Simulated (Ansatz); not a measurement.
# CH₆NOSb: a ladder of functionals and wavefunction methods

One table from this session's results is given with a row withheld; the runs are named, their logs left out.

Program: Ansatz 0.2.0, Gaussian basis. Level of theory: functionals in def2-TZVPP, the program's frozen cores in correlated methods. These are calculated values, not measurements.

Plan: LDA (SPW92), PBE-D4, revPBE-D4, BLYP-D4, r2SCAN-D4, B97M-V, PBE0-D4, B3LYP-D4, r2SCANh-D4, r2SCAN0-D4, HSE06-D4, BHLYP-D4, CAM-B3LYP-D4, LC-ωPBE, ωB97X-V, ωB97M-V, B2PLYP, PBE-QIDH; CCSD(T)/def2-SVP; CCSD(T)/def2-TZVPP; MP2/def2-QZVPP; extrapolation to the limit; RPA on PBE.

### Structure used throughout

All runs share one geometry, relaxed beforehand with PBE0-D4 in a triple-zeta def2 set. Sb takes the def2 core potential; no spin-orbit term is included.

SMILES `[CH3][Sb]([NH2])[OH]`, 10 atoms, charge 0, spin multiplicity 1.

Atoms are counted from 1 here; the program's logs count them from 0.

Bond lengths: C1–Sb2 2.136 Å, C1–H5 1.091 Å, C1–H6 1.091 Å, C1–H7 1.090 Å, Sb2–N3 2.012 Å, Sb2–O4 1.972 Å, N3–H8 1.010 Å, N3–H9 1.009 Å, O4–H10 0.960 Å. Angles: Sb2–C1–H5 107.7°, Sb2–C1–H6 110.4°, Sb2–C1–H7 109.9°, H5–C1–H6 110.3°, H5–C1–H7 109.1°, H6–C1–H7 109.5°, C1–Sb2–N3 96.9°, C1–Sb2–O4 88.7°, N3–Sb2–O4 97.2°, Sb2–N3–H8 118.4°, Sb2–N3–H9 116.6°, H8–N3–H9 110.8°, Sb2–O4–H10 111.7°.

Set-up of the first run:

Contents of in.yaml:

```yaml
crystal:
  periodic: [false, false, false]
  atoms:
    - {symbol: C, position_ang: [-1.292040, 0.532499, -0.521867]}
    - {symbol: Sb, position_ang: [0.636865, 0.855910, 0.337182]}
    - {symbol: N, position_ang: [0.743866, -0.880066, 1.349224]}
    - {symbol: O, position_ang: [1.444045, 0.212278, -1.343535]}
    - {symbol: H, position_ang: [-1.280780, -0.447417, -1.001971]}
    - {symbol: H, position_ang: [-2.061847, 0.565914, 0.250230]}
    - {symbol: H, position_ang: [-1.497042, 1.295457, -1.273298]}
    - {symbol: H, position_ang: [0.041603, -1.583555, 1.171401]}
    - {symbol: H, position_ang: [0.945012, -0.816403, 2.335530]}
    - {symbol: H, position_ang: [2.403420, 0.214081, -1.300096]}
basis:
  gaussian: {orbitals: def2-TZVPP}
hamiltonian: {xc: lda}
output: {orbitals: {seedname: orbitals}}
```

The run is started by

```
> ansatz run in.yaml --threads 4 --pin off --events-out ev --progress --plain --max-ram 10444MiB
```

Among the steps run: LDA; PBE-D4 (GGA); revPBE-D4 (GGA); BLYP-D4 (GGA); r2SCAN-D4 (meta-GGA); B97M-V (meta-GGA); PBE0-D4 (hybrid); B3LYP-D4 (hybrid); r2SCANh-D4 (hybrid); r2SCAN0-D4 (hybrid); HSE06-D4 (hybrid); BHLYP-D4 (hybrid); CAM-B3LYP-D4 (range-separated); LC-ωPBE (range-separated); ωB97X-V (range-separated); ωB97M-V (range-separated); B2PLYP (double hybrid); PBE-QIDH (double hybrid).

One table of the session follows, with a row left open; its other results are not shown here.

It belongs to the step «Frontier levels by functional». 

| functional | HOMO (eV) | gap (eV) |
| --- | --- | --- |
| LDA (SPW92) | -5.89 | 4.64 |
| PBE-D4 | -5.70 | 4.65 |
| revPBE-D4 | -5.64 | 4.68 |
| BLYP-D4 | -5.59 | 4.60 |
| r2SCAN-D4 | -5.97 | 5.18 |
| B97M-V | ? | ? |
| PBE0-D4 | -6.88 | 6.57 |
| B3LYP-D4 | -6.71 | 6.14 |
| r2SCANh-D4 | -6.41 | 5.88 |
| r2SCAN0-D4 | -7.06 | 6.91 |
| HSE06-D4 | -6.48 | 5.81 |
| BHLYP-D4 | -7.91 | 8.32 |
| CAM-B3LYP-D4 | -8.18 | 8.75 |
| LC-ωPBE | -9.42 | 11.12 |
| ωB97X-V | -9.11 | 10.67 |
| ωB97M-V | -9.03 | 10.34 |

Estimate the missing values for B97M-V.

**Answer.** HOMO (eV): -5.97; gap (eV): 5.07.
